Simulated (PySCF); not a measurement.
# BEt2(OH): geometry, NMR shifts, electronic excitations, spin-spin couplings and core binding energies

What NMR shifts, electronic excitations, spin-spin couplings and core binding energies should BEt2(OH) (`CCB(O)CC`) show?

Programs: PySCF 2.14.0, with density-fitted response routines of our own. Each step states its level of theory. These are calculated values for one molecule in the gas phase, unless marked as measured. Atoms count from 0, in the outputs and in this text.

### Step 1. The starting structure

17 atoms, charge 0, multiplicity 1; geometry from: GFN2-xTB. The atoms were then displaced at random by about 0.03 Å, so the start is not that level's minimum.

Bonds of the start (Å): B0–C1 1.52, B0–C8 1.72, B0–O15 1.27, C1–C2 1.50, C1–H3 1.15, C1–H4 1.11, C2–H5 1.13, C2–H6 1.07, C2–H7 1.06, C8–C9 1.56, C8–H10 1.05, C8–H11 1.06, C9–H12 1.16, C9–H13 1.06, C9–H14 1.12, O15–H16 0.95.

### Step 2. Geometry optimisation at PBE0-D3(BJ)/def2-SVP

Job settings and geometry (Å):

```
{"job": {"xc": "PBE0", "basis": "def2-SVP", "d3": "d3bj", "grid": 1, "maxiter": 40, "shake": 0.03, "kind": "geom"}, "charge": 0, "multiplicity": 1}
B     -0.223180    -0.769370     0.078940
C      1.288840    -0.732720    -0.082190
C      1.965060    -0.240690     1.162500
H      1.714440    -0.073650    -0.916880
H      1.643630    -1.748290    -0.334940
H      3.092770    -0.233890     1.039080
H      1.754960     0.776110     1.437100
H      1.829420    -0.858810     2.017380
C     -1.101360     0.706340     0.184130
C     -1.566410     1.097790    -1.248410
H     -0.518980     1.491730     0.563080
H     -1.963740     0.605540     0.783850
H     -2.207490     2.065940    -1.271400
H     -0.750170     1.257700    -1.909590
H     -2.205390     0.305750    -1.719650
O     -0.916630    -1.828850     0.112250
H     -1.864310    -1.821230     0.165030
```

Launch:

```
OMP_NUM_THREADS=1 python probes_run.py task.json out
```

The driver reads the jobs from task.json and runs them one after another.

**Question.** This job is followed by: GIAO PBE0/pcSseg-1 NMR shielding, non-relativistic, gas phase; TDDFT PBE0/def2-SVPD, vertical, gas phase, core orbitals frozen in the response; B3LYP/pcJ-1 indirect spin-spin coupling, non-relativistic, gas phase; GIAO KT2/pcSseg-1 NMR shielding, non-relativistic, gas phase; delta-SCF UKS SCAN, pcX-2 on the ionised atom (unc-x2c-TZVPall on a metal), pcseg-1 elsewhere, spin-free X2C. What will the session give for the following? point group; rotational constants (main isotopes); 13C shifts against TMS (PBE0/pcSseg-1, means over atoms taken as alike); 1H shifts against TMS (PBE0/pcSseg-1, means over atoms taken as alike); 11B shifts against BF3·OEt2 (PBE0/pcSseg-1); 17O shifts against H2O (PBE0/pcSseg-1); surface potential, 1st and 99th percentile; lowest singlet (PBE0/def2-SVPD); brightest single state of those computed; lowest triplet; largest coupling of the table (B3LYP/pcJ-1); C1s binding energies, SCAN/pcX-2; B1s binding energies, SCAN/pcX-2; O1s binding energies, SCAN/pcX-2; range of the shift of B0.

The runs gave:

| quantity | value |
| --- | --- |
| point group | C1 |
| rotational constants (main isotopes) | 3.42, 2.89, 1.80 GHz |
| 13C shifts against TMS (PBE0/pcSseg-1, means over atoms taken as alike) | 15.9, 10.5 ppm |
| 1H shifts against TMS (PBE0/pcSseg-1, means over atoms taken as alike) | 4.85, 0.99, 0.68 ppm |
| 11B shifts against BF3·OEt2 (PBE0/pcSseg-1) | 54.9 ppm |
| 17O shifts against H2O (PBE0/pcSseg-1) | 192.0 ppm |
| surface potential, 1st and 99th percentile | -1.38 V and 2.10 V |
| lowest singlet (PBE0/def2-SVPD) | 6.57 eV (189 nm), f = 0.002 |
| brightest single state of those computed | state 8, 8.47 eV, f = 0.038 |
| lowest triplet | 6.07 eV |
| largest coupling of the table (B3LYP/pcJ-1) | 1J(C,H) C2–H5, 132.4 Hz |
| C1s binding energies, SCAN/pcX-2 | C2 290.46, C1 289.78 eV |
| B1s binding energies, SCAN/pcX-2 | B0 196.04 eV |
| O1s binding energies, SCAN/pcX-2 | O15 538.87 eV |
| range of the shift of B0 | 50.7 to 54.9 ppm |

In words: The start was shaken at random, so part of the energy gained undoes that. Relaxing lowered the energy by 0.894 eV in 26 steps; the close pair that moved most is B0–C8, from 1.720 to 1.587 Å. At PBE0/pcSseg-1: The widest tensor belongs to O15: span 251 ppm, with a paramagnetic part of -242 ppm. The first singlet state (HOMO→LUMO+1 0.94) lies at 6.57 eV and is weak; of the 10 states computed, the strongest absorption comes from state 8 at 8.47 eV. The lowest triplet lies 0.50 eV below the lowest singlet (triplets in Tamm-Dancoff, singlets in full TDDFT). States above −ε(HOMO) lie where TDDFT describes them poorly and they hang on the basis; the brightest is among them. In the run at B3LYP/pcJ-1, the largest coupling of the table is C2–H5 (mean over like pairs), 132.4 Hz, of which the Fermi-contact term gives 130.6 Hz. Couplings across rotatable bonds belong to this one conformer; where others are populated, the observed values are averages. C2 (carbon bonded to C, 3 H) binds its C1s electron 0.68 eV more tightly than C1 (carbon bonded to C, B, 2 H). In ppm, B0 moves most: its shift spreads over 4.2 ppm, from 50.7 (KT2/pcSseg-1) to 54.9 (PBE0/pcSseg-1).
